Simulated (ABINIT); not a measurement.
# PPd2 (P6/mmm) in ABINIT: optical spectrum with PBEsol

Aim: the optical spectrum of PPd2 with PBEsol.

All numbers are computed with ABINIT 10.8.3 (patched build); they aren't measurements. Logs are shortened: lines on timing, memory, paths and dates and some standing lists are left out, and cuts for length are marked. The log counts tension as positive stress, the text compression.

### 1 The crystal as given

It takes space group P6/mmm (No. 191, hexagonal). The conventional cell has a = 3.789 Å, b = 3.789 Å, c = 3.898 Å, α = 90.00°, β = 90.00°, γ = 120.00°. P (site symmetry 6/mmm) has 6 Pd at 2.19 Å as nearest neighbours. Pd (site symmetry -6m2) has 3 Pd at 2.19 Å and 3 P at 2.19 Å as nearest neighbours.

The cell was built by a generator and needn't be a form met in nature.

### 2 Optical spectrum, PBEsol

run.abi

```
ndtset 3

pp_dirpath "./"
pseudos "P.upf, Pd.upf"

acell 3.78878139 3.7887813898 3.898271 Angstrom
rprim
     1.0000000000     0.0000000000     0.0000000000
    -0.5000000013     0.8660254030     0.0000000000
     0.0000000000     0.0000000000     1.0000000000
ntypat 2
znucl 15 46
natom 3
typat 1 2 2
xred
            0.0            0.0            0.0
            1/3            2/3            0.0
            2/3            1/3            0.0

ecut 1006.821291 eV

ngkpt 8 8 8
nshiftk 1
shiftk 0.0 0.0 0.5
istwfk *1

ixc -116133

occopt 3
tsmear 0.05 eV

nstep 80

iomode 3
prteig 0
prtebands 0

nband1 25
tolvrs1 1.0e-12
prtden1 1
prtwf1 0
kptopt1 1

iscf2 -3
getden2 1
nband2 36
nbdbuf2 4
tolwfr2 1.0e-12
nstep2 120
prtden2 0
kptopt2 1

optdriver3 8
wfk_task3 "wfk_optics_fullbz"
getwfk3 2
nband3 32
kptopt3 1
prtevk3 1
inclvkb3 2
```

optic.abi

```
&FILES
 ddkfile_1 = 'runo_DS3_1_EVK.nc',
 ddkfile_2 = 'runo_DS3_2_EVK.nc',
 ddkfile_3 = 'runo_DS3_3_EVK.nc',
 wfkfile = 'runo_DS3_WFK.nc'
/
&PARAMETERS
 broadening = 0.005512,
 domega = 0.002,
 maxomega = 0.8,
 scissor = 0.000000,
 tolerance = 0.002
/
&COMPUTATIONS
 num_lin_comp = 2,
 lin_comp = 11,33,
 num_nonlin_comp = 0
/
```

Potentials or basis: PseudoDojo NC SR PBEsol v0.4.1 standard.

The run is started by

```sh
abinit run.abi > log 2>&1
optic optic.abi > optic.log 2>&1
```

run.abo:

```text
.Version 10.8.3 of ABINIT
 DATASET    1 : space group P6/m m m (#191); Bravais hP (primitive hexag.)
================================================================================
 Values of the parameters that define the memory need for DATASET  1.
     intxc =       0    ionmov =       0      iscf =       7    lmnmax =       6
     lnmax =       6     mgfft =      45  mpssoang =       3    mqgrid =    3001
     natom =       3  nloc_mem =       1    nspden =       1   nspinor =       1
    nsppol =       1      nsym =      24    n1xccc =    2501    ntypat =       2
    occopt =       3   xclevel =       2
       mpw =        3548          nfft =       72000          nkpt =          40
================================================================================
================================================================================
[... 13 lines left out ...]
 DATASET    3 : space group P6/m m m (#191); Bravais hP (primitive hexag.)
================================================================================
 Values of the parameters that define the memory need for DATASET  3.
     intxc =       0    ionmov =       0      iscf =       7    lmnmax =       6
     lnmax =       6     mgfft =      45  mpssoang =       3    mqgrid =    3001
     natom =       3  nloc_mem =       1    nspden =       1   nspinor =       1
    nsppol =       1      nsym =      24    n1xccc =    2501    ntypat =       2
    occopt =       3   xclevel =       2
       mpw =        3548          nfft =       72000          nkpt =          40
================================================================================
================================================================================

--------------------------------------------------------------------------------
------------- Echo of variables that govern the present computation ------------
--------------------------------------------------------------------------------
 -outvars: echo values of preprocessed input variables --------
            acell      7.1597591780E+00  7.1597591777E+00  7.3666645546E+00 Bohr
              amu      3.09737620E+01  1.06420000E+02
             ecut      3.70000000E+01 Hartree
           getden1          0
           getden2          1
           getden3          0
           getwfk1          0
           getwfk2          0
           getwfk3          2
             iscf1          7
             iscf2         -3
             iscf3          7
              ixc     -116133
           jdtset        1    2    3
         kptrlatt        8    0    0      0    8    0      0    0    8
          kptrlen      5.72780734E+01
            natom           3
            nband1         25
            nband2         36
            nband3         32
           nbdbuf1          0
           nbdbuf2          4
           nbdbuf3          0
           ndtset           3
            ngfft          40      40      45
             nkpt          40
            nstep1         80
            nstep2        120
            nstep3         80
             nsym          24
           ntypat           2
           occopt           3
        optdriver1          0
        optdriver2          0
        optdriver3          8
           prtden1          1
           prtden2          0
           prtden3          1
        prtebands           0
           prteig           0
           prtevk1          0
           prtevk2          0
           prtevk3          1
            prtwf1          0
            prtwf2          1
            prtwf3          1
            rprim      1.0000000000E+00  0.0000000000E+00  0.0000000000E+00
                      -5.0000000130E-01  8.6602540300E-01  0.0000000000E+00
                       0.0000000000E+00  0.0000000000E+00  1.0000000000E+00
           shiftk      0.00000000E+00  0.00000000E+00  5.00000000E-01
          spgroup         191
           tolvrs1     1.00000000E-12
           tolvrs2     0.00000000E+00
           tolvrs3     0.00000000E+00
           tolwfr1     0.00000000E+00
           tolwfr2     1.00000000E-12
           tolwfr3     0.00000000E+00
           tsmear      1.83746611E-03 Hartree
            typat      1  2  2
         wfk_task1          0
         wfk_task2          0
         wfk_task3          7
           xangst      0.0000000000E+00  0.0000000000E+00  0.0000000000E+00
                      -3.2169436991E-09  2.1874539533E+00  0.0000000000E+00
                       1.8943906934E+00  1.0937269767E+00  0.0000000000E+00
            xcart      0.0000000000E+00  0.0000000000E+00  0.0000000000E+00
                      -6.0791425538E-09  4.1336888848E+00  0.0000000000E+00
                       3.5798795860E+00  2.0668444424E+00  0.0000000000E+00
             xred      0.0000000000E+00  0.0000000000E+00  0.0000000000E+00
                       3.3333333333E-01  6.6666666667E-01  0.0000000000E+00
                       6.6666666667E-01  3.3333333333E-01  0.0000000000E+00
            znucl       15.00000   46.00000

================================================================================

 chkinp: Checking input parameters for consistency, jdtset=   1.

[... 202 lines left out ...]

================================================================================

--- !BeginCycle
iteration_state: {dtset: 2, }
solver: {iscf: -3, nstep: 120, nline: 4, wfoptalg: 0, }
tolerances: {tolwfr: 1.00E-12, }
...

     iter   Etot(hartree)      deltaE(h)  residm     vres2
 Non-SCF case, kpt    1 (  0.00000  0.00000  0.06250), residuals and eigenvalues=
  4.98E-13  6.03E-13  6.90E-13  4.52E-13  2.64E-13  6.84E-13  4.81E-13  5.31E-13
  1.28E-13  6.29E-13  4.76E-13  1.74E-13  9.63E-13  7.67E-13  9.69E-13  4.47E-13
  3.74E-13  9.36E-13  9.12E-13  7.72E-13  2.19E-13  2.08E-13  3.07E-13  1.85E-13
  9.85E-13  6.68E-13  2.07E-13  2.77E-13  5.29E-13  9.67E-13  6.15E-13  8.38E-13
  8.00E-13  2.07E-13  2.08E-10  1.97E-09
 -2.7736E+00 -2.7564E+00 -1.5467E+00 -1.5467E+00 -1.4990E+00 -1.4982E+00
 -1.4982E+00 -1.4858E+00 -1.3974E-01  6.8779E-02  6.8779E-02  1.7794E-01
  1.8481E-01  1.8481E-01  1.9066E-01  1.9066E-01  2.8580E-01  2.8603E-01
  2.8603E-01  3.1252E-01  4.7078E-01  6.0224E-01  6.0224E-01  6.0349E-01
  6.0349E-01  6.3263E-01  7.6358E-01  8.0432E-01  8.0432E-01  8.4716E-01
  9.4065E-01  9.4065E-01  9.5263E-01  9.5263E-01  1.0428E+00  1.0767E+00
 prteigrs : prtvol=0 or 1, do not print more k-points.

--- !ResultsGS
iteration_state: {dtset: 2, }
comment   : Summary of ground state results
lattice_vectors:
- [  7.1597592,   0.0000000,   0.0000000, ]
- [ -3.5798796,   6.2005333,   0.0000000, ]
- [  0.0000000,   0.0000000,   7.3666646, ]
lattice_lengths: [   7.15976,    7.15976,    7.36666, ]
lattice_angles: [ 90.000,  90.000, 120.000, ] # degrees, (23, 13, 12)
lattice_volume:   3.2703810E+02
convergence: {deltae:  0.000E+00, res2:  0.000E+00, residm:  9.984E-13, diffor:  0.000E+00, }
etotal    :  -2.76438504E+02
entropy   :   0.00000000E+00
fermie    :   3.76621413E-01
cartesian_stress_tensor: null
pressure_GPa: null
xred      :
- [  0.0000E+00,   0.0000E+00,   0.0000E+00,  P]
- [  3.3333E-01,   6.6667E-01,   0.0000E+00, Pd]
- [  6.6667E-01,   3.3333E-01,   0.0000E+00, Pd]
cartesian_forces: null
force_length_stats: {min: null, max: null, mean: null, }
...

 Integrated electronic density in atomic spheres:
 ------------------------------------------------
 Atom  Sphere_radius  Integrated_density
    1        2.00000          3.11965390
    2        2.00000         15.63752394
    3        2.00000         15.63752394
================================================================================

 ----iterations are completed or convergence reached----

 Mean square residual over all n,k,spin=   49.990E-14; max=  99.838E-14
 reduced coordinates (array xred) for    3 atoms
       0.000000000000      0.000000000000      0.000000000000
       0.333333333333      0.666666666667      0.000000000000
       0.666666666667      0.333333333333      0.000000000000

 cartesian coordinates (angstrom) at end:
    1      0.00000000000000     0.00000000000000     0.00000000000000
    2     -0.00000000321694     2.18745395332030     0.00000000000000
    3      1.89439069339153     1.09372697666015     0.00000000000000
 length scales=  7.159759178036  7.159759177658  7.366664554569 bohr
              =  3.788781390000  3.788781389800  3.898271000000 angstroms
 Eigenvalues (hartree) for nkpt=  40  k points:
 kpt#   1, nband= 36, wtk=  0.00391, kpt=  0.0000  0.0000  0.0625 (reduced coord)
  -2.77358   -2.75643   -1.54668   -1.54668   -1.49895   -1.49821   -1.49821   -1.48579
  -0.13974    0.06878    0.06878    0.17794    0.18481    0.18481    0.19066    0.19066
   0.28580    0.28603    0.28603    0.31252    0.47078    0.60224    0.60224    0.60349
   0.60349    0.63263    0.76358    0.80432    0.80432    0.84716    0.94065    0.94065
   0.95263    0.95263    1.04277    1.07675
      occupation numbers for kpt#   1
   2.00000    2.00000    2.00000    2.00000    2.00000    2.00000    2.00000    2.00000
   2.00000    2.00000    2.00000    2.00000    2.00000    2.00000    2.00000    2.00000
   2.00000    2.00000    2.00000    2.00000    0.00000    0.00000    0.00000    0.00000
   0.00000    0.00000    0.00000    0.00000    0.00000    0.00000    0.00000    0.00000
   0.00000    0.00000    0.00000    0.00000
 prteigrs : prtvol=0 or 1, do not print more k-points.

--- !EnergyTerms
iteration_state     : {dtset: 2, }
comment             : Components of total free energy in Hartree
kinetic             :  9.49102043840631E+01
hartree             :  9.32026116047668E+01
xc                  : -4.34886805443980E+01
Ewald energy        : -1.60451954874758E+02
psp_core            :  7.47911133681608E+00
local_psp           : -2.71470896251586E+02
non_local_psp       :  3.38193888227613E+00
internal            : -2.76437665462820E+02
'-kT*entropy'       : -8.38233827953559E-04
total_energy        : -2.76438503696648E+02
...

--- !EnergyTermsDC
iteration_state     : {dtset: 2, }
comment             : '"Double-counting" decomposition of free energy'
band_energy         : -2.45473421765757E+01
Ewald energy        : -1.60451954874758E+02
psp_core            :  7.47911133681608E+00
xc_dc               : -9.89174797210760E+01
internal            : -2.76437665435594E+02
'-kT*entropy'       : -8.38233827953559E-04
total_energy_dc     : -2.76438503669422E+02
...

================================================================================
== DATASET  3 ==================================================================

--- !DatasetInfo
iteration_state: {dtset: 3, }
dimensions: {natom: 3, nkpt: 40, mband: 32, nsppol: 1, nspinor: 1, nspden: 1, mpw: 3548, }
cutoff_energies: {ecut:  37.0, pawecutdg:  -1.0, }
electrons: {nelect:   4.10000000E+01, charge:   0.00000000E+00, occopt:   3.00000000E+00, tsmear:   1.83746611E-03, }
meta: {optdriver: 8, wfk_task: 7, }
...

 mkfilename : getwfk/=0, take file _WFK from output of DATASET   2.

--------------------------------------------------------------------------------

 Computation of velocity matrix elements (DDK)

 Parameters extracted from the Abinit header:
    ecut:     37.0
    nkpt:    512
    mband:   36
    nsppol:  1
    nspinor: 1
    useylm:  0
    inclvkb: 2
    bmin: 1, bmax: 36
    Computing diagonal and off-diagonal matrix elements
    Between band index bmin: 1, bmax: 36

== END DATASET(S) ==============================================================
================================================================================

 -outvars: echo values of variables after computation  --------
            acell      7.1597591780E+00  7.1597591777E+00  7.3666645546E+00 Bohr
           etotal1    -2.7643850367E+02
           etotal2    -2.7643850367E+02
           etotal3     0.0000000000E+00
            fcart1    -2.5673756523E-26 -1.4822750292E-26 -0.0000000000E+00
                       1.6687941740E-25  7.4113753724E-27 -0.0000000000E+00
                      -1.4120566088E-25  7.4113749193E-27 -0.0000000000E+00
            fcart3     0.0000000000E+00  0.0000000000E+00  0.0000000000E+00
                       0.0000000000E+00  0.0000000000E+00  0.0000000000E+00
                       0.0000000000E+00  0.0000000000E+00  0.0000000000E+00
            rprim      1.0000000000E+00  0.0000000000E+00  0.0000000000E+00
                      -5.0000000130E-01  8.6602540300E-01  0.0000000000E+00
                       0.0000000000E+00  0.0000000000E+00  1.0000000000E+00
           strten1    -4.6578535496E-03 -4.6578535147E-03  6.9385279559E-05
                       0.0000000000E+00  0.0000000000E+00  2.6782279949E-11
           strten3     0.0000000000E+00  0.0000000000E+00  0.0000000000E+00
                       0.0000000000E+00  0.0000000000E+00  0.0000000000E+00
           xangst      0.0000000000E+00  0.0000000000E+00  0.0000000000E+00
                      -3.2169436991E-09  2.1874539533E+00  0.0000000000E+00
                       1.8943906934E+00  1.0937269767E+00  0.0000000000E+00
             xred      0.0000000000E+00  0.0000000000E+00  0.0000000000E+00
                       3.3333333333E-01  6.6666666667E-01  0.0000000000E+00
                       6.6666666667E-01  3.3333333333E-01  0.0000000000E+00
 Calculation completed.
```

Run time: 5.5 min. Hardware: 1 thread of Arm Neoverse V2, shared host; peak memory 1.1 GiB.

What came out:

| Quantity | Value |
| --- | --- |
| Free energy | -7522.2749 eV |
| Pressure | 90.7 GPa |

Dielectric function (mean over the directions given):
| energy (eV) | real part | imaginary part |
| --- | --- | --- |
| 0.33 | 17.81 | 3.11 |
| 1.31 | -0.32 | 8.41 |
| 2.29 | 5.14 | 4.72 |
| 3.37 | 5.07 | 3.05 |
| 4.35 | 7.31 | 5.43 |
| 5.44 | 2.06 | 3.87 |
| 6.42 | 0.32 | 5.54 |
| 7.51 | 0.65 | 4.40 |
| 8.49 | 1.53 | 3.49 |
| 9.58 | 1.23 | 3.49 |
| 10.56 | 0.53 | 3.02 |
| 11.65 | 1.09 | 2.56 |
| 12.63 | 0.98 | 2.73 |
| 13.71 | 0.51 | 3.24 |
| 14.69 | -0.59 | 2.57 |
| 15.78 | -0.47 | 1.73 |
| 16.76 | -0.24 | 1.41 |
| 17.85 | -0.04 | 1.16 |
| 18.83 | 0.01 | 1.02 |
| 19.92 | -0.01 | 1.26 |

Caveat: the intraband (Drude) term is left out; a pressure of tens of GPa on the cell as given is suspect, and the run, the potentials or the cell itself is likely at fault; spectra need much finer meshes, so this one isn't converged; independent-particle spectra lack excitons; this functional lacks dispersion, which binds the layers, so the pressure and a relaxed spacing across them are unreliable.
